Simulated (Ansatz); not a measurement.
# Sc3As: the cost of one run

Method: DFT PBE, scalar-relativistic, plane waves, PAW, in Ansatz 0.2.0.

## (1) The system as given

It takes space group P4/mmm (No. 123, tetragonal). The conventional cell has a = 3.362 Å, b = 3.362 Å, c = 8.779 Å, α = 90.00°, β = 90.00°, γ = 90.00°. Around Sc (site symmetry 4mm) lie 4 As at 3.15 Å and 8 Sc at 3.33 to 3.36 Å. Sc (site symmetry 4/mmm) is surrounded by 12 Sc at 3.33 to 3.36 Å. As (site symmetry 4/mmm) is surrounded by 8 Sc at 3.15 Å.

Coordinates:

```
Sc As
1.0
     3.36184    0.00000    0.00000
     0.00000    3.36184    0.00000
     0.00000    0.00000    8.77949
Sc As
3 1
Direct
  0.50000 0.50000 0.76545
  0.00000 0.00000 0.50000
  0.50000 0.50000 0.23455
  0.00000 0.00000 0.00000
```

Recipe of the guess: species swapped into a database cell of Dy3Mg (P4/mmm, No. 123), with Sc on the Dy sites and As on the Mg sites. Lengths come from tabulated atomic sizes and are only a guess.

## (2) Probe: one point on a coarse mesh

Input file input.yaml:

```yaml
crystal:
  lattice:
    - [3.36184136, 0.0, 0.0]
    - [0.0, 3.36184136, 0.0]
    - [0.0, 0.0, 8.77948762]
  atoms:
    - { symbol: Sc, position: [0.5, 0.5, 0.76545179] }
    - { symbol: Sc, position: [0.0, 0.0, 0.5] }
    - { symbol: Sc, position: [0.5, 0.5, 0.23454821] }
    - { symbol: As, position: [0.0, 0.0, 0.0] }
basis:
  ecutwfc: 420
kpoints:
  mp_grid: { grid: [6, 6, 2] }
hamiltonian:
  xc: pbe
scf:
  occupations: { method: gaussian, width: 0.1 }
  lower_state_search: "off"
output:
  forces: true
  stress: true
  eigenvalues: true
```

On the command line:

```bash
> ansatz run input.yaml --threads 1 --pin off --max-ram 2560MiB --backend cpu --events-out ev --progress --plain --runs-dir out
```

What time and memory should one allow on 1 thread of Intel Xeon 6975P-C (Granite Rapids), shared host?

About 1.9 s, with a peak of 0.4 GiB.
